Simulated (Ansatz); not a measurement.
# ZrH₃ (octet): wave-function methods side by side, def2-TZVPP

One table from this session's results is given with a row withheld; the runs are named, their logs left out.

Method: def2-TZVPP, core rule «outside noble gas», up to 4 orbitals frozen; program: Ansatz 0.2.0, Gaussian basis.

The runs, in order: UHF; CCSD(T) on ROHF; CCSD(T) on UHF; CCSDT(Q) on ROHF; CCSDT(Q) on UHF.

14 further runs of the same task are left out: 9 for a known fault of the program, 5 set aside as unsound or not needed. Runs told in other sessions of the task aren't counted.

## The system

The geometry is a PBE0/def2-TZVP stationary point (not a proven minimum) of the parent state, kept for this charge and spin. No spin-orbit coupling is included. Elements past krypton take def2 core potentials.

4 atoms, charge 0, spin multiplicity 8.

Atoms are counted from 1 here; the program's logs count them from 0.

Bond lengths: Zr1–H2 2.446 Å, Zr1–H3 2.050 Å, Zr1–H4 2.050 Å, H3–H4 0.811 Å. Angles: H2–Zr1–H3 168.6°, H2–Zr1–H4 168.6°, H3–Zr1–H4 22.8°, Zr1–H3–H4 78.6°, Zr1–H4–H3 78.6°.

Set-up of the first run:

Input file in.yaml:

```yaml
crystal:
  periodic: [false, false, false]
  atoms:
    - {symbol: Zr, position_ang: [0.000000, 0.000000, -0.016822]}
    - {symbol: H, position_ang: [0.000000, 0.000000, -2.463315]}
    - {symbol: H, position_ang: [0.000000, 0.405660, 1.992908]}
    - {symbol: H, position_ang: [0.000000, -0.405660, 1.992908]}
basis:
  gaussian: {orbitals: def2-TZVPP}
magnetization: {spin_polarized: true, initial_magnetization: 7}
hamiltonian: {xc: hf}
output: {orbitals: {seedname: orbitals}}
```

Command:

```bash
$ ansatz run in.yaml --threads 1 --pin off --events-out ev --progress --plain --max-ram 4096MiB --backend cpu
```

Steps of the session up to this table: UHF; CCSD(T) on ROHF; CCSD(T) on UHF; CCSDT(Q) on ROHF; CCSDT(Q) on UHF.

One table of the session follows, with a row left open; its other results are not shown here.

```
   method  from RCCSDT(Q) (kJ/mol)
     RMP2                    +46.0
     UMP2                    +37.7
    RCCSD                     +8.8
    UCCSD                        ?
 RCCSD(T)                     +2.5
 UCCSD(T)                     -5.0
   RCCSDT                     +0.3
   UCCSDT                     -7.1
RCCSDT(Q)                        0
UCCSDT(Q)                     -7.4
```

Estimate the missing values for UCCSD.

As computed: from RCCSDT(Q) (kJ/mol): +1.1. In the column «from RCCSDT(Q) (kJ/mol)» it lies between RCCSDT (+0.3) and RCCSD(T) (+2.5).

Left out of the table: ROHF, UHF (another determinant or state than the rows shown).

Caveats from the session: Warnings: coupled cluster took another determinant than the lowest. Restricted and unrestricted rows rest on different reference determinants; a gap between their highest levels can come from leftover correlation error, from unlike frozen cores or from another state.
